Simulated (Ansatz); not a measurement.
**C2H6FNSi: a ladder of functionals and wavefunction methods**

One table from this session's results is given with a row withheld; the runs are named, their logs left out.

The runs use Ansatz 0.2.0, Gaussian basis; functionals in def2-TZVPP, the program's frozen cores in correlated methods.

The runs, in order: PBE-D4, r2SCAN-D4, PBE0-D4, B3LYP-D4, ωB97X-V, ωB97M-V, B2PLYP; CCSD(T)/def2-TZVPP; MP2/def2-QZVPP; extrapolation to the limit.

## The geometry

All runs share one geometry, relaxed beforehand with PBE0-D4 in a triple-zeta def2 set.

SMILES `C[SiH](F)C=N`, 11 atoms, charge 0, spin multiplicity 1.

Atoms are counted from 1 here; the program's logs count them from 0.

Bond lengths: C1–Si2 1.853 Å, C1–H6 1.094 Å, C1–H7 1.092 Å, C1–H8 1.092 Å, Si2–F3 1.606 Å, Si2–C4 1.884 Å, Si2–H9 1.486 Å, C4–N5 1.270 Å, C4–H10 1.098 Å, N5–H11 1.024 Å. Angles: Si2–C1–H6 110.2°, Si2–C1–H7 110.9°, Si2–C1–H8 111.0°, H6–C1–H7 107.9°, H6–C1–H8 108.1°, H7–C1–H8 108.6°, C1–Si2–F3 109.7°, C1–Si2–C4 112.4°, C1–Si2–H9 111.5°, F3–Si2–C4 104.8°, F3–Si2–H9 107.6°, C4–Si2–H9 110.5°, Si2–C4–N5 124.6°, Si2–C4–H10 119.5°, N5–C4–H10 115.9°, C4–N5–H11 110.9°.

The first run:

in.yaml

```yaml
crystal:
  periodic: [false, false, false]
  atoms:
    - {symbol: C, position_ang: [-1.235072, -0.288173, 1.093677]}
    - {symbol: Si, position_ang: [0.487434, -0.255624, 0.411342]}
    - {symbol: F, position_ang: [0.869489, -1.704811, -0.165169]}
    - {symbol: C, position_ang: [0.653122, 0.907918, -1.061384]}
    - {symbol: N, position_ang: [0.983147, 0.546325, -2.233690]}
    - {symbol: H, position_ang: [-1.511673, 0.701552, 1.467906]}
    - {symbol: H, position_ang: [-1.313005, -0.995255, 1.922600]}
    - {symbol: H, position_ang: [-1.955360, -0.574214, 0.324040]}
    - {symbol: H, position_ang: [1.481264, 0.087956, 1.460617]}
    - {symbol: H, position_ang: [0.447869, 1.978931, -0.930109]}
    - {symbol: H, position_ang: [1.158184, -0.461603, -2.269131]}
basis:
  gaussian: {orbitals: def2-TZVPP}
hamiltonian: {xc: pbe, dispersion: d4}
output: {forces: true, orbitals: {seedname: orbitals}}
```

Launch:

```
ansatz run in.yaml --threads 4 --pin off --events-out ev --progress --plain --max-ram 10444MiB
```

Among the steps run: PBE-D4 (GGA); r2SCAN-D4 (meta-GGA); PBE0-D4 (hybrid); B3LYP-D4 (hybrid); ωB97X-V (range-separated); ωB97M-V (range-separated); B2PLYP (double hybrid); CCSD(T) in def2-TZVPP; MP2 in def2-QZVPP.

One table of the session follows, with a row left open; its other results are not shown here.

```
            method  atomisation energy (kJ/mol)
            PBE-D4                       4313.1
         r2SCAN-D4                       4229.8
           PBE0-D4                       4227.3
          B3LYP-D4                       4238.0
           ωB97X-V                       4246.0
           ωB97M-V                       4246.9
            B2PLYP                            ?
     HF/def2-TZVPP                       3066.9
    MP2/def2-TZVPP                       4184.0
   CCSD/def2-TZVPP                       4054.9
CCSD(T)/def2-TZVPP                       4118.2
           MP2/CBS                       4300.8
       CCSD(T)/CBS                       4235.0
```

**Question.** Estimate the row for B2PLYP.

As computed: atomisation energy (kJ/mol): 4193.8. In the column «atomisation energy (kJ/mol)» it lies between MP2/def2-TZVPP (4184.0) and PBE0-D4 (4227.3).
